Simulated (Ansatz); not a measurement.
NaLa:

```
La Na
1.0
     3.60625    0.00000    0.00000
    -1.80313    3.12310    0.00000
     0.00000    0.00000    6.48378
La Na
1 1
Direct
  0.33333 0.66667 0.50000
  0.00000 0.00000 0.00000
```

The cell comes from a database or a generator and needn't be the stable form of this composition.

Base run:

```yaml
Program: Ansatz 0.2.0
Functional: PBE
Potentials_or_basis: all-electron LAPW, scalar-relativistic
Cutoff: 129 eV
Density_cutoff: 515 eV
Basis_error_allowed: 0.001 eV/atom
k_mesh: 9 × 9 × 4
Occupations: gaussian, width 0.05 eV
Spin: no spin polarisation
```

Its results: band gap on the k mesh none (metal or under the smearing width); pressure 0.0 GPa.

**Question.** The run is repeated on the same cell with these changes: functional from PBE to RPBE. What comes out?

**Answer.** Band gap on the k mesh none (metal or under the smearing width); pressure 0.9 GPa.

RPBE binds less tightly than PBE, so the same cell stands under more pressure.

Not every run made on this cell is shown here.
